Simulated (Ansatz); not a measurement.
Molecular dynamics of LiVP$_{2}$HO$_{8}$

The input (input.yaml):

```yaml
crystal:
  lattice:
    - [4.874792, 0.0, 0.0]
    - [0.0, 8.012402, 0.0]
    - [-1.941314, 0.0, 7.224727]
  atoms:
    - { symbol: Li, position: [0.84214423, 0.37256099, 0.38382428] }
    - { symbol: Li, position: [0.10369931, 0.82902904, 0.54007895] }
    - { symbol: V, position: [0.25733591, 0.49079813, 0.76278083], spin: 1.5 }
    - { symbol: V, position: [0.73083814, 0.98758428, 0.24035141], spin: 1.5 }
    - { symbol: H, position: [0.28953532, 0.48862683, 0.26451408] }
    - { symbol: H, position: [0.74391419, 0.01472877, 0.71914778] }
    - { symbol: P, position: [0.86309363, 0.34507797, 0.0099471] }
    - { symbol: P, position: [0.12275123, 0.84264104, 0.97044624] }
    - { symbol: P, position: [0.37212018, 0.13652232, 0.50831496] }
    - { symbol: P, position: [0.61177642, 0.64123882, 0.49115136] }
    - { symbol: O, position: [0.87203667, 0.55095048, 0.59957571] }
    - { symbol: O, position: [0.76346937, 0.1786521, 0.07719515] }
    - { symbol: O, position: [0.90138013, 0.83060136, 0.11053289] }
    - { symbol: O, position: [0.01051986, 0.44186441, 0.18333373] }
    - { symbol: O, position: [0.12080091, 0.03779432, 0.39111023] }
    - { symbol: O, position: [0.25384028, 0.30018664, 0.56341787] }
    - { symbol: O, position: [0.99424033, 0.94362506, 0.79357965] }
    - { symbol: O, position: [0.05575272, 0.32838522, 0.84704993] }
    - { symbol: O, position: [0.38481478, 0.6639525, 0.597968] }
    - { symbol: O, position: [0.51398821, 0.03050982, 0.67232533] }
    - { symbol: O, position: [0.22241401, 0.66776432, 0.92008555] }
    - { symbol: O, position: [0.39263401, 0.93886428, 0.10537868] }
    - { symbol: O, position: [0.49651286, 0.534892, 0.31565881] }
    - { symbol: O, position: [0.5842942, 0.16323667, 0.38608719] }
    - { symbol: O, position: [0.7021518, 0.80646443, 0.4191118] }
    - { symbol: O, position: [0.60318248, 0.44443162, 0.88979457] }
magnetization:
  spin_polarized: true
basis:
  ecutwfc: 420.0
kpoints:
  mp_grid: { grid: [2, 1, 1] }
hamiltonian:
  xc: pbesol
scf:
  occupations: { method: fermi_dirac, width: 0.05 }
  lower_state_search: "off"
md:
  timestep: 0.5
  n_steps: 70
  ensemble: nvt_langevin
  temperature: 800.0
  initial_velocities: maxwell_boltzmann
  seed: 919452
  friction: 0.01
```

Run as:

```bash
$ ansatz run input.yaml --threads 1 --pin off --max-ram 3072MiB --backend cpu --events-out ev --progress --plain --runs-dir out
```

It goes on from the last frame of an earlier run, with new velocities.

Output, in part (one step line in 3):

```
md step     0: t =     0.00 fs  T =   769.2 K  F+E_penalty+E_count = -18155.35759564 eV  E_kin = 2.585200 eV  (29 SCF iters)
md step     3: t =     1.50 fs  T =   702.7 K  F+E_penalty+E_count = -18155.28789024 eV  E_kin = 2.361715 eV  (14 SCF iters)
md step     6: t =     3.00 fs  T =   650.8 K  F+E_penalty+E_count = -18155.15475844 eV  E_kin = 2.187023 eV  (14 SCF iters)
md step     9: t =     4.50 fs  T =   560.4 K  F+E_penalty+E_count = -18155.01926583 eV  E_kin = 1.883235 eV  (11 SCF iters)
md step    12: t =     6.00 fs  T =   569.9 K  F+E_penalty+E_count = -18154.92219810 eV  E_kin = 1.915295 eV  (14 SCF iters)
md step    15: t =     7.50 fs  T =   569.7 K  F+E_penalty+E_count = -18154.89061084 eV  E_kin = 1.914748 eV  (13 SCF iters)
md step    18: t =     9.00 fs  T =   573.2 K  F+E_penalty+E_count = -18154.92588183 eV  E_kin = 1.926448 eV  (13 SCF iters)
md step    21: t =    10.50 fs  T =   572.9 K  F+E_penalty+E_count = -18155.00817488 eV  E_kin = 1.925421 eV  (13 SCF iters)
md step    24: t =    12.00 fs  T =   610.9 K  F+E_penalty+E_count = -18155.11963042 eV  E_kin = 2.053115 eV  (13 SCF iters)
md step    27: t =    13.50 fs  T =   652.6 K  F+E_penalty+E_count = -18155.19431988 eV  E_kin = 2.193148 eV  (11 SCF iters)
md step    30: t =    15.00 fs  T =   654.0 K  F+E_penalty+E_count = -18155.18931942 eV  E_kin = 2.197840 eV  (11 SCF iters)
md step    33: t =    16.50 fs  T =   670.4 K  F+E_penalty+E_count = -18155.10343749 eV  E_kin = 2.253179 eV  (10 SCF iters)
md step    36: t =    18.00 fs  T =   595.8 K  F+E_penalty+E_count = -18154.98400332 eV  E_kin = 2.002331 eV  (10 SCF iters)
md step    39: t =    19.50 fs  T =   590.0 K  F+E_penalty+E_count = -18154.89333524 eV  E_kin = 1.982871 eV  (10 SCF iters)
md step    42: t =    21.00 fs  T =   586.6 K  F+E_penalty+E_count = -18154.84178327 eV  E_kin = 1.971303 eV  (9 SCF iters)
md step    45: t =    22.50 fs  T =   585.8 K  F+E_penalty+E_count = -18154.85748527 eV  E_kin = 1.968695 eV  (10 SCF iters)
md step    48: t =    24.00 fs  T =   638.9 K  F+E_penalty+E_count = -18154.93102386 eV  E_kin = 2.147254 eV  (9 SCF iters)
md step    51: t =    25.50 fs  T =   657.0 K  F+E_penalty+E_count = -18155.01280801 eV  E_kin = 2.207997 eV  (10 SCF iters)
md step    54: t =    27.00 fs  T =   647.0 K  F+E_penalty+E_count = -18155.05912483 eV  E_kin = 2.174462 eV  (9 SCF iters)
md step    57: t =    28.50 fs  T =   614.1 K  F+E_penalty+E_count = -18155.05370703 eV  E_kin = 2.063711 eV  (9 SCF iters)
md step    60: t =    30.00 fs  T =   609.0 K  F+E_penalty+E_count = -18154.99371927 eV  E_kin = 2.046626 eV  (9 SCF iters)
md step    63: t =    31.50 fs  T =   601.2 K  F+E_penalty+E_count = -18154.93425449 eV  E_kin = 2.020474 eV  (9 SCF iters)
md step    66: t =    33.00 fs  T =   514.5 K  F+E_penalty+E_count = -18154.91429901 eV  E_kin = 1.729164 eV  (9 SCF iters)
md step    69: t =    34.50 fs  T =   537.6 K  F+E_penalty+E_count = -18154.92816052 eV  E_kin = 1.806598 eV  (9 SCF iters)
md step    70: t =    35.00 fs  T =   534.0 K  F+E_penalty+E_count = -18154.94651218 eV  E_kin = 1.794561 eV  (10 SCF iters)
```

The run went to its last step. The mean temperature of the second half is 25 % below the set value. A run of 0.035 ps of so small a system gives no equilibrium averages. No Hubbard correction was used and the magnetic state wasn't searched. Limits of this set-up: coarse k mesh.

Mean squared displacements from the first frame to the last, about the centre of mass: Li 0.20 Å², V 0.02 Å², H 0.12 Å², P 0.01 Å², O 0.04 Å².

Last frame:

```xyz
26
Lattice="4.8748 0.0000 0.0000 0.0000 8.0124 0.0000 -1.9413 0.0000 7.2247" Properties=species:S:1:pos:R:3
Li 3.574 2.819 2.757
Li -0.537 7.066 4.254
V -0.229 3.890 5.419
V 2.970 7.973 1.626
H 1.116 3.965 1.637
H 1.990 -0.118 5.317
P 4.254 2.737 0.080
P -1.456 6.772 7.006
P 0.879 1.146 3.607
P 2.124 5.097 3.486
O 3.119 4.250 4.239
O 3.899 1.295 0.457
O 4.021 6.698 0.636
O -0.311 3.638 1.205
O -0.102 0.245 2.861
O 0.247 2.512 3.959
O 3.365 7.664 5.741
O -1.276 2.634 6.304
O 0.859 5.234 4.358
O 1.156 0.299 4.862
O -0.763 5.506 6.650
O 1.633 7.548 0.838
O 1.934 4.208 2.170
O 2.115 1.373 2.726
O 2.703 6.445 3.017
O 0.993 3.298 6.481
```

Run time: 9.3 min on 1 thread of Arm Neoverse V2 (shared host), peak memory 0.66 GiB.
